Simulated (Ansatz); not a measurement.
# H9NO2Si (built from SMILES N[SiH3].O.O): search for a transition state, part 3 of 3

Ansatz 0.2.0, Gaussian basis; PBE0-D4. The steps go on from the part before.

### Step 8. Relaxing after a step of 0.30 Å the other way along the mode

downb/in.yaml

```yaml
crystal:
  periodic: [false, false, false]
  atoms:
    - {symbol: Si, position_ang: [-0.565921, -0.519741, 0.608830]}
    - {symbol: H, position_ang: [0.580147, 0.279837, 0.950141]}
    - {symbol: H, position_ang: [-1.750845, -1.371524, -0.035879]}
    - {symbol: H, position_ang: [-0.160194, -1.576302, 1.596997]}
    - {symbol: N, position_ang: [-1.578541, 0.843986, 0.800558]}
    - {symbol: H, position_ang: [0.888367, -0.266125, -1.229494]}
    - {symbol: O, position_ang: [0.306320, -0.856041, -1.047056]}
    - {symbol: H, position_ang: [1.595830, 0.789163, -0.178055]}
    - {symbol: O, position_ang: [1.930955, 0.873239, -0.859365]}
    - {symbol: H, position_ang: [-2.579999, 0.820726, 0.752622]}
    - {symbol: H, position_ang: [-1.182448, 1.660738, 1.233718]}
    - {symbol: H, position_ang: [-0.297003, -1.176976, -1.733016]}
    - {symbol: H, position_ang: [2.813533, 0.499121, -0.859902]}
basis:
  gaussian: {orbitals: def2-TZVP}
hamiltonian: {xc: pbe0, dispersion: d4}
relax: {f_tol: 0.005, max_steps: 200}
```

Command:

```sh
> ansatz run in.yaml --threads 8 --pin off --events-out ev --progress --plain --max-ram 19148MiB
```

The log of the run:

```text
Functional definition: PBE0
  name "PBE0"
  cite "Adamo & Barone, J. Chem. Phys. 110, 6158 (1999) doi:10.1063/1.478522"
  cite "Perdew, Burke & Ernzerhof, Phys. Rev. Lett. 77, 3865 (1996) doi:10.1103/PhysRevLett.77.3865"
  parent pbe
  parameter a = 0.25
  parameter kappa = 0.804
  parameter beta = 0.06672455060314922
  exchange = (1 - a)*pbe_x(kappa = kappa, mu = beta*pi^2/3) + a*exact_x
  correlation = pbe_c(beta = beta)
1121 factors; their error is unknown
mean field evaluation 1: about -13585.9270 eV, gradient 8.9e1 eV
mean field evaluation 2: about -13571.9934 eV, gradient 1.2e2 eV
mean field evaluation 4: about -13598.6744 eV, gradient 6.6e0 eV
mean field evaluation 8: about -13598.7544 eV, gradient 6.3e-2 eV
mean field evaluation 16: about -13598.7942 eV, gradient 5.6e-5 eV
mean field -13598.79418418 eV, -499.7464686747 hartree, gradient 5.6e-5 eV, S^2 0.000000; 0 other end points of the search recorded, 0 dependent functions left out
the calculation of the forces begins
reference -13598.79421369 eV, -499.7464697595 hartree; 23, 23 occupied and 161, 161 virtual orbitals, 1121 factors
relax step   1: F+E_penalty+E_count = -13598.96937551 eV  Δ(F+E_penalty+E_count) = +0.000e0 eV  max|allowed force component| = 1.971e1 eV/Å  Δτ_max = 0.0000 Å  (27 SCF iters, accepted)
these checks for a lower state are left out or cut short: starts, cluster_reference, orbital_swaps, neighbouring_geometries, increment
1121 factors; their error is unknown
mean field -13601.50738089 eV, -499.8461768148 hartree, gradient 2.3e-5 eV, S^2 0.000000; 0 other end points of the search recorded, 0 dependent functions left out
the calculation of the forces begins
reference -13601.50741098 eV, -499.8461779206 hartree; 23, 23 occupied and 161, 161 virtual orbitals, 1121 factors
relax step   2: F+E_penalty+E_count = -13601.67638199 eV  Δ(F+E_penalty+E_count) = -2.707e0 eV  max|allowed force component| = 1.164e0 eV/Å  Δτ_max = 0.1942 Å  (35 SCF iters, accepted)
these checks for a lower state are left out or cut short: starts, cluster_reference, orbital_swaps, neighbouring_geometries, increment
1121 factors; their error is unknown
mean field evaluation 32: about -13601.6088 eV, gradient 2.5e-5 eV
mean field -13601.60882977 eV, -499.8499049924 hartree, gradient 2.5e-5 eV, S^2 0.000000; 0 other end points of the search recorded, 0 dependent functions left out
the calculation of the forces begins
reference -13601.60886042 eV, -499.8499061186 hartree; 23, 23 occupied and 161, 161 virtual orbitals, 1121 factors
relax step   3: F+E_penalty+E_count = -13601.77308543 eV  Δ(F+E_penalty+E_count) = -9.670e-2 eV  max|allowed force component| = 7.635e-1 eV/Å  Δτ_max = 0.1840 Å  (29 SCF iters, accepted)
[... from here on, the SCF cycles and remarks between the steps are left out ...]
relax step   4: F+E_penalty+E_count = -13601.79663850 eV  Δ(F+E_penalty+E_count) = -2.355e-2 eV  max|allowed force component| = 1.046e0 eV/Å  Δτ_max = 0.1633 Å  (29 SCF iters, accepted)
relax step   5: F+E_penalty+E_count = -13601.79350944 eV  Δ(F+E_penalty+E_count) = +3.129e-3 eV  max|allowed force component| = 8.150e-1 eV/Å  Δτ_max = 0.1675 Å  (29 SCF iters, rejected (line search))
relax step   6: F+E_penalty+E_count = -13601.84356415 eV  Δ(F+E_penalty+E_count) = -4.693e-2 eV  max|allowed force component| = 4.608e-1 eV/Å  Δτ_max = 0.0806 Å  (28 SCF iters, accepted)
relax step   7: F+E_penalty+E_count = -13601.87957273 eV  Δ(F+E_penalty+E_count) = -3.601e-2 eV  max|allowed force component| = 2.660e-1 eV/Å  Δτ_max = 0.1000 Å  (28 SCF iters, accepted)
relax step   8: F+E_penalty+E_count = -13601.91184161 eV  Δ(F+E_penalty+E_count) = -3.227e-2 eV  max|allowed force component| = 5.489e-1 eV/Å  Δτ_max = 0.1261 Å  (30 SCF iters, accepted)
relax step   9: F+E_penalty+E_count = -13601.97809805 eV  Δ(F+E_penalty+E_count) = -6.626e-2 eV  max|allowed force component| = 1.176e0 eV/Å  Δτ_max = 0.1985 Å  (30 SCF iters, accepted)
relax step  10: F+E_penalty+E_count = -13602.14957199 eV  Δ(F+E_penalty+E_count) = -1.715e-1 eV  max|allowed force component| = 9.270e-1 eV/Å  Δτ_max = 0.1973 Å  (30 SCF iters, accepted)
relax step  11: F+E_penalty+E_count = -13602.28872494 eV  Δ(F+E_penalty+E_count) = -1.392e-1 eV  max|allowed force component| = 9.497e-1 eV/Å  Δτ_max = 0.1919 Å  (29 SCF iters, accepted)
relax step  12: F+E_penalty+E_count = -13602.37682475 eV  Δ(F+E_penalty+E_count) = -8.810e-2 eV  max|allowed force component| = 7.197e-1 eV/Å  Δτ_max = 0.2000 Å  (29 SCF iters, accepted)
relax step  13: F+E_penalty+E_count = -13602.37867608 eV  Δ(F+E_penalty+E_count) = -1.851e-3 eV  max|allowed force component| = 6.035e-1 eV/Å  Δτ_max = 0.1924 Å  (30 SCF iters, accepted)
relax step  14: F+E_penalty+E_count = -13602.40842886 eV  Δ(F+E_penalty+E_count) = -2.975e-2 eV  max|allowed force component| = 9.035e-1 eV/Å  Δτ_max = 0.1498 Å  (29 SCF iters, accepted)
relax step  15: F+E_penalty+E_count = -13602.41420666 eV  Δ(F+E_penalty+E_count) = -5.778e-3 eV  max|allowed force component| = 3.373e-1 eV/Å  Δτ_max = 0.1420 Å  (29 SCF iters, accepted)
relax step  16: F+E_penalty+E_count = -13602.41239956 eV  Δ(F+E_penalty+E_count) = +1.807e-3 eV  max|allowed force component| = 3.642e-1 eV/Å  Δτ_max = 0.1542 Å  (28 SCF iters, rejected (line search))
relax step  17: F+E_penalty+E_count = -13602.42994324 eV  Δ(F+E_penalty+E_count) = -1.574e-2 eV  max|allowed force component| = 2.437e-1 eV/Å  Δτ_max = 0.0752 Å  (28 SCF iters, accepted)
relax step  18: F+E_penalty+E_count = -13602.42948588 eV  Δ(F+E_penalty+E_count) = +4.574e-4 eV  max|allowed force component| = 1.548e-1 eV/Å  Δτ_max = 0.1000 Å  (29 SCF iters, rejected (line search))
relax step  19: F+E_penalty+E_count = -13602.43311484 eV  Δ(F+E_penalty+E_count) = -3.172e-3 eV  max|allowed force component| = 6.307e-2 eV/Å  Δτ_max = 0.0500 Å  (28 SCF iters, accepted)
relax step  20: F+E_penalty+E_count = -13602.43398789 eV  Δ(F+E_penalty+E_count) = -8.731e-4 eV  max|allowed force component| = 1.812e-2 eV/Å  Δτ_max = 0.0500 Å  (28 SCF iters, accepted)
relax step  21: F+E_penalty+E_count = -13602.43456101 eV  Δ(F+E_penalty+E_count) = -5.731e-4 eV  max|allowed force component| = 5.840e-2 eV/Å  Δτ_max = 0.0302 Å  (29 SCF iters, accepted)
relax step  22: F+E_penalty+E_count = -13602.43497251 eV  Δ(F+E_penalty+E_count) = -4.115e-4 eV  max|allowed force component| = 1.184e-1 eV/Å  Δτ_max = 0.0369 Å  (29 SCF iters, accepted)
relax step  23: F+E_penalty+E_count = -13602.43538250 eV  Δ(F+E_penalty+E_count) = -4.100e-4 eV  max|allowed force component| = 1.126e-1 eV/Å  Δτ_max = 0.0313 Å  (29 SCF iters, accepted)
relax step  24: F+E_penalty+E_count = -13602.43611721 eV  Δ(F+E_penalty+E_count) = -7.347e-4 eV  max|allowed force component| = 1.107e-1 eV/Å  Δτ_max = 0.0695 Å  (29 SCF iters, accepted)
relax step  25: F+E_penalty+E_count = -13602.43671051 eV  Δ(F+E_penalty+E_count) = -5.933e-4 eV  max|allowed force component| = 1.048e-1 eV/Å  Δτ_max = 0.0368 Å  (28 SCF iters, accepted)
relax step  26: F+E_penalty+E_count = -13602.43735675 eV  Δ(F+E_penalty+E_count) = -6.462e-4 eV  max|allowed force component| = 1.371e-1 eV/Å  Δτ_max = 0.0913 Å  (29 SCF iters, accepted)
relax step  27: F+E_penalty+E_count = -13602.43816327 eV  Δ(F+E_penalty+E_count) = -8.065e-4 eV  max|allowed force component| = 1.113e-1 eV/Å  Δτ_max = 0.0314 Å  (29 SCF iters, accepted)
relax step  28: F+E_penalty+E_count = -13602.43910963 eV  Δ(F+E_penalty+E_count) = -9.464e-4 eV  max|allowed force component| = 4.352e-2 eV/Å  Δτ_max = 0.0242 Å  (29 SCF iters, accepted)
relax step  29: F+E_penalty+E_count = -13602.43989425 eV  Δ(F+E_penalty+E_count) = -7.846e-4 eV  max|allowed force component| = 3.897e-2 eV/Å  Δτ_max = 0.0622 Å  (28 SCF iters, accepted)
relax step  30: F+E_penalty+E_count = -13602.43971436 eV  Δ(F+E_penalty+E_count) = +1.799e-4 eV  max|allowed force component| = 1.605e-1 eV/Å  Δτ_max = 0.1162 Å  (27 SCF iters, rejected (line search))
relax step  31: F+E_penalty+E_count = -13602.44054700 eV  Δ(F+E_penalty+E_count) = -6.528e-4 eV  max|allowed force component| = 3.779e-2 eV/Å  Δτ_max = 0.0570 Å  (28 SCF iters, accepted)
relax step  32: F+E_penalty+E_count = -13602.44061354 eV  Δ(F+E_penalty+E_count) = -6.654e-5 eV  max|allowed force component| = 9.418e-2 eV/Å  Δτ_max = 0.0923 Å  (29 SCF iters, accepted)
relax step  33: F+E_penalty+E_count = -13602.44103902 eV  Δ(F+E_penalty+E_count) = -4.255e-4 eV  max|allowed force component| = 4.689e-2 eV/Å  Δτ_max = 0.0200 Å  (30 SCF iters, accepted)
relax step  34: F+E_penalty+E_count = -13602.44112941 eV  Δ(F+E_penalty+E_count) = -9.039e-5 eV  max|allowed force component| = 1.254e-2 eV/Å  Δτ_max = 0.0140 Å  (29 SCF iters, accepted)
relax step  35: F+E_penalty+E_count = -13602.44121313 eV  Δ(F+E_penalty+E_count) = -8.372e-5 eV  max|allowed force component| = 2.035e-2 eV/Å  Δτ_max = 0.0309 Å  (28 SCF iters, accepted)
relax step  36: F+E_penalty+E_count = -13602.44124736 eV  Δ(F+E_penalty+E_count) = -3.423e-5 eV  max|allowed force component| = 8.422e-3 eV/Å  Δτ_max = 0.0149 Å  (30 SCF iters, accepted)
relax step  37: F+E_penalty+E_count = -13602.44125789 eV  Δ(F+E_penalty+E_count) = -1.053e-5 eV  max|allowed force component| = 5.858e-3 eV/Å  Δτ_max = 0.0100 Å  (30 SCF iters, accepted)
these checks for a lower state are left out or cut short: starts, cluster_reference, orbital_swaps, neighbouring_geometries, increment
1121 factors; their error is unknown
mean field -13602.29801996 eV, -499.8752322646 hartree, gradient 2.0e-5 eV, S^2 0.000000; 0 other end points of the search recorded, 0 dependent functions left out
the calculation of the forces begins
reference -13602.29805280 eV, -499.8752334716 hartree; 23, 23 occupied and 161, 161 virtual orbitals, 1121 factors
relax step  38: F+E_penalty+E_count = -13602.44126457 eV  Δ(F+E_penalty+E_count) = -6.682e-6 eV  max|allowed force component| = 1.966e-3 eV/Å  Δτ_max = 0.0017 Å  (31 SCF iters, accepted)
1121 factors; their error is unknown
mean field evaluation 288: about -13602.2478 eV, gradient 2.1e0 eV
mean field -13602.29801996 eV, -499.8752322646 hartree, gradient 2.0e-5 eV, S^2 0.000000; 1 other end points of the search recorded, 0 dependent functions left out
the calculation of the forces begins
reference -13602.29805280 eV, -499.8752334716 hartree; 23, 23 occupied and 161, 161 virtual orbitals, 1121 factors
Total energy: -13602.44129741 eV, -499.8804976141 hartree
Atom 0 at    -0.958271    -0.093684     0.669623 Å, force     0.001377     0.000084     0.000499 eV/Å
Atom 1 at     0.416681     0.467973     0.794327 Å, force    -0.001136    -0.000560    -0.000202 eV/Å
Atom 2 at    -1.428158    -0.088763    -0.736824 Å, force     0.000497    -0.000225     0.001059 eV/Å
Atom 3 at    -0.955799    -1.476349     1.214486 Å, force    -0.000000     0.001048    -0.000782 eV/Å
Atom 4 at    -1.991643     1.015624     1.503214 Å, force    -0.001258    -0.000174    -0.001171 eV/Å
Atom 5 at     1.450914    -0.977595    -1.277083 Å, force     0.000280     0.000249     0.000269 eV/Å
Atom 6 at     0.917401    -1.714765    -0.938703 Å, force    -0.000237     0.000009    -0.000892 eV/Å
Atom 7 at     1.623738     1.125285    -0.751848 Å, force    -0.001276    -0.000240    -0.000474 eV/Å
Atom 8 at     2.184071     0.756030    -1.443444 Å, force     0.001187     0.000855     0.001966 eV/Å
Atom 9 at    -2.982384     0.981780     1.321114 Å, force    -0.000113     0.000522     0.000581 eV/Å
Atom 10 at    -1.825659     1.213390     2.477620 Å, force     0.000880    -0.000601    -0.000215 eV/Å
Atom 11 at     0.464575    -2.076522    -1.702884 Å, force     0.000015    -0.000226     0.000636 eV/Å
Atom 12 at     3.084735     0.867697    -1.129498 Å, force    -0.000215    -0.000740    -0.001276 eV/Å
Dipole moment:     0.052601     0.253148     0.096909 e Å
```

Wall time 39 s (8 threads of Arm Neoverse V2, shared host).

Step by step: (not every step is listed) (the energy doesn't fall at every step)

| step | energy from step 1 (eV) | largest force component (eV/Å) |
| --- | --- | --- |
| 1 | 0.0000 | 19.7052 |
| 2 | -2.7070 | 1.1636 |
| 3 | -2.8037 | 0.7635 |
| 4 | -2.8273 | 1.0462 |
| 5 | -2.8241 | 0.8150 |
| 6 | -2.8742 | 0.4608 |
| 7 | -2.9102 | 0.2660 |
| 8 | -2.9425 | 0.5489 |
| 9 | -3.0087 | 1.1764 |
| 11 | -3.3193 | 0.9497 |
| 13 | -3.4093 | 0.6035 |
| 15 | -3.4448 | 0.3373 |
| 17 | -3.4606 | 0.2437 |
| 19 | -3.4637 | 0.0631 |
| 21 | -3.4652 | 0.0584 |
| 23 | -3.4660 | 0.1126 |
| 25 | -3.4673 | 0.1048 |
| 27 | -3.4688 | 0.1113 |
| 29 | -3.4705 | 0.0390 |
| 31 | -3.4712 | 0.0378 |
| 33 | -3.4717 | 0.0469 |
| 34 | -3.4718 | 0.0125 |
| 35 | -3.4718 | 0.0204 |
| 36 | -3.4719 | 0.0084 |
| 37 | -3.4719 | 0.0059 |
| 38 | -3.4719 | 0.0020 |

Close pairs (by a distance rule), those that changed most:

| bond | before (Å) | after (Å) | change (Å) |
| --- | --- | --- | --- |
| Si1–O7 | 1.902 | 2.955 | +1.054 |
| H8–O9 | 0.764 | 0.964 | +0.200 |
| H6–O7 | 0.849 | 0.971 | +0.122 |
| Si1–H3 | 1.595 | 1.483 | -0.113 |
| Si1–H2 | 1.439 | 1.490 | +0.052 |
| Si1–N5 | 1.709 | 1.730 | +0.021 |
| Si1–H4 | 1.502 | 1.486 | -0.016 |
| O7–H12 | 0.968 | 0.959 | -0.009 |

### Step 9. What the saddle joins

| pair | start side (Å) | saddle (Å) | end side (Å) |
| --- | --- | --- | --- |
| Si1–O7 | 2.955 | 1.794 | 1.669 |
| H2–H8 | 2.069 | 1.133 | 0.749 |
| H6–O9 | 1.890 | 1.190 | 0.968 |
| Si1–H2 | 1.490 | 1.727 | 5.041 |
| H6–O7 | 0.971 | 1.207 | 1.978 |
| H8–O9 | 0.964 | 1.119 | 2.504 |

### Step 10. Summary of results

The summary covers parts 1 to 3.

| quantity | value |
| --- | --- |
| imaginary mode | 1166i cm⁻¹ |
| barrier from the start side | 20.6 kcal/mol |
| barrier from the end side | 40.4 kcal/mol |
| energy of the step | -19.8 kcal/mol |
| pairs that change | Si1–O7 formed, H2–H8 formed, H6–O9 formed, Si1–H2 broken, H6–O7 broken, H8–O9 broken |
| zero-point energy at the saddle | 2.650 eV |

One imaginary mode, 1166i cm⁻¹, makes this a first-order saddle. Going downhill both ways gives the intended start and end. At PBE0-D4/def2-TZVP the electronic barrier is 20.6 kcal/mol, about 35 kT at 298 K, and the step runs 19.8 kcal/mol downhill. The barrier is thin enough for tunnelling; the leading (Wigner) term alone is a factor of 2.3 at 298 K. A step off the saddle overshot and began above it in energy, so the link to its end is likely but not proven. Lower complexes than these ends may exist.
